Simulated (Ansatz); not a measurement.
## Molecular dynamics of In2O3

Input file:

```yaml
accuracy: low
crystal:
  lattice:
    - [-2.889637, -1.668333, 10.191268]
    - [2.889637, -1.668333, 10.191268]
    - [0.0, 3.336665, 10.191268]
  atoms:
    - { symbol: In, position: [0.321442, 0.321442, 0.321442] }
    - { symbol: In, position: [0.428558, 0.428558, 0.428558] }
    - { symbol: In, position: [0.178558, 0.178558, 0.178558] }
    - { symbol: In, position: [0.071442, 0.071442, 0.071442] }
    - { symbol: O, position: [0.5785047, 0.875, 0.1714953] }
    - { symbol: O, position: [0.875, 0.1714953, 0.5785047] }
    - { symbol: O, position: [0.1714953, 0.5785047, 0.875] }
    - { symbol: O, position: [0.9214953, 0.625, 0.3285047] }
    - { symbol: O, position: [0.3285047, 0.9214953, 0.625] }
    - { symbol: O, position: [0.625, 0.3285047, 0.9214953] }
    - { symbol: In, position: [0.821442, 0.821442, 0.821442] }
    - { symbol: In, position: [0.928558, 0.928558, 0.928558] }
    - { symbol: In, position: [0.678558, 0.678558, 0.678558] }
    - { symbol: In, position: [0.571442, 0.571442, 0.571442] }
    - { symbol: O, position: [0.0785047, 0.375, 0.6714953] }
    - { symbol: O, position: [0.375, 0.6714953, 0.0785047] }
    - { symbol: O, position: [0.6714953, 0.0785047, 0.375] }
    - { symbol: O, position: [0.4214953, 0.125, 0.8285047] }
    - { symbol: O, position: [0.8285047, 0.4214953, 0.125] }
    - { symbol: O, position: [0.125, 0.8285047, 0.4214953] }
basis:
  ecutwfc: 420.0
kpoints:
  mp_grid: { grid: [3, 3, 3] }
hamiltonian:
  xc: lda
  pseudopotentials: { kind: paw, azcp: { folder: soft_1 } }
scf:
  occupations: { method: fermi_dirac, width: 0.36 }
  lower_state_search: "off"
md:
  timestep: 0.75
  n_steps: 150
  ensemble: nvt_langevin
  temperature: 4200.0
  initial_velocities: maxwell_boltzmann
  seed: 69525
  friction: 0.02
```

Command:

```bash
$ ansatz run input.yaml --threads 4 --pin off --max-ram 10240MiB --backend cpu --events-out ev --progress --plain --runs-dir out
```

It starts from an unrelaxed structure (largest force component 0.24 eV/Å).

Output, in part (step lines):

```
md step     0: t =     0.00 fs  T =  3990.0 K  F+E_penalty+E_count = -50319.70476852 eV  E_kin = 10.314948 eV  (8 SCF iters)
md step     1: t =     0.75 fs  T =  4152.7 K  F+E_penalty+E_count = -50319.69299560 eV  E_kin = 10.735480 eV  (7 SCF iters)
md step     2: t =     1.50 fs  T =  4152.1 K  F+E_penalty+E_count = -50319.65503984 eV  E_kin = 10.733931 eV  (7 SCF iters)
md step     3: t =     2.25 fs  T =  3946.9 K  F+E_penalty+E_count = -50319.59326248 eV  E_kin = 10.203533 eV  (7 SCF iters)
md step     4: t =     3.00 fs  T =  4120.9 K  F+E_penalty+E_count = -50319.50857662 eV  E_kin = 10.653411 eV  (7 SCF iters)
md step     5: t =     3.75 fs  T =  4112.5 K  F+E_penalty+E_count = -50319.40049921 eV  E_kin = 10.631625 eV  (5 SCF iters)
md step     6: t =     4.50 fs  T =  4056.2 K  F+E_penalty+E_count = -50319.27039880 eV  E_kin = 10.486043 eV  (6 SCF iters)
md step     7: t =     5.25 fs  T =  4009.6 K  F+E_penalty+E_count = -50319.11769056 eV  E_kin = 10.365682 eV  (5 SCF iters)
[... lines left out ...]
md step   149: t =   111.75 fs  T =  3798.4 K  F+E_penalty+E_count = -50309.45987846 eV  E_kin = 9.819605 eV  (6 SCF iters)
md step   150: t =   112.50 fs  T =  3743.9 K  F+E_penalty+E_count = -50309.31509339 eV  E_kin = 9.678717 eV  (7 SCF iters)
```

The steps, from the saved trajectory:

```csv
time (fs),T (K),potential energy less start (eV)
0,3990,0.000
3.75,4112,0.304
7.5,4052,1.205
11.25,3448,2.614
15,3015,4.484
18.75,2786,6.175
22.5,2861,6.880
26.25,2692,6.854
30,3032,6.540
33.75,2876,6.449
37.5,2856,6.426
41.25,3010,6.357
45,2970,6.503
48.75,2816,6.558
52.5,2864,6.488
56.25,3075,6.719
60,3125,7.162
63.75,3713,7.584
67.5,4240,7.782
71.25,3476,7.991
75,3253,8.468
78.75,2993,9.152
82.5,2965,9.660
86.25,3136,10.145
90,3000,10.511
93.75,2809,10.649
97.5,2852,10.424
101.25,3202,10.435
105,3263,10.294
108.75,3472,10.040
112.5,3744,10.390
```

All steps were run. The mean temperature of the second half is 22 % below the set value. A run of 0.11 ps of so small a system gives no equilibrium averages. Limits of this set-up: coarse k mesh, PAW files made for another functional, low accuracy level.

Mean squared displacements from the first frame to the last, about the centre of mass: In 0.36 Å², O 0.72 Å².

Last frame:

```xyz
20
Lattice="-2.8896 -1.6683 10.1913 2.8896 -1.6683 10.1913 0.0000 3.3367 10.1913" Properties=species:S:1:pos:R:3
In 0.282 0.258 9.889
In -0.234 -0.015 12.775
In 0.354 0.048 6.122
In -0.190 -0.517 2.675
O 1.577 -1.149 17.008
O -1.780 0.099 15.795
O 2.486 2.698 16.577
O -0.916 -1.124 18.823
O 2.172 0.391 19.226
O -0.473 1.913 18.691
In -0.129 -0.360 24.618
In 0.404 0.472 28.845
In 0.142 -0.094 20.468
In -0.147 -0.278 16.963
O 1.193 1.766 11.422
O 1.334 -1.196 11.195
O -1.624 0.007 11.307
O 0.505 1.692 15.082
O -0.730 -1.576 13.898
O 2.368 -0.673 14.244
```

The run took 23 min on 4 threads of Arm Neoverse V2 (shared host), peak memory 1.3 GiB.
